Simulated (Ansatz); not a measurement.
**BC5 under changes of volume**

One of the cells (6.019 Å³/atom); the others are scaled copies at fixed shape and fractional positions:

```
C B
1.0
    -1.25802    1.25802    5.70488
     1.25802   -1.25802    5.70488
     1.25802    1.25802   -5.70488
C B
5 1
Cartesian
  1.2580 0.0000 0.9141
  1.2580 0.0000 4.7908
  0.0000 0.0000 5.7049
  0.0000 0.0000 1.7831
  0.0000 0.0000 9.6266
  0.0000 1.2580 2.8524
```

The cell comes from a database or a generator and needn't be the stable form of this composition.

* Program: Ansatz 0.2.0
* Functional: PBE
* Potentials or basis: Ansatz PAW
* Cutoff: 420 eV (not typed: the program's choice for these potentials)
* k mesh: 15 × 15 × 15
* Occupations: fermi-dirac, width 0.05 eV
* Spin: no spin polarisation

```csv
volume (Å³/atom),energy over the lowest point (meV/atom),pressure (GPa),largest force (eV/Å)
5.658,26.08,25.2,0.180
5.778,10.77,15.7,0.110
5.899,?,?,?
6.019,0.00,-0.8,0.030
6.140,3.39,-8.0,0.067
6.260,11.93,-14.6,0.116
6.380,25.15,-20.5,0.161
```

What does the run at 5.899 Å³/atom give?

Energy over the lowest point 2.27 meV/atom; pressure 7.0 GPa; largest force 0.045 eV/Å.

Worked out: A Birch-Murnaghan fit of order 3 (a polynomial in V^(-2/3)) to the other rows has its minimum at 6.01 Å³/atom with B0 = V·E''(V) = 380 GPa and B' = 3.7 at fixed shape and positions, which overstates the stiffness. It gives 2.24 meV/atom at 5.899 Å³/atom, against the run's 2.27, and -dE/dV = 7.0 GPa, against 7.0.

Energies are extrapolated to zero smearing.
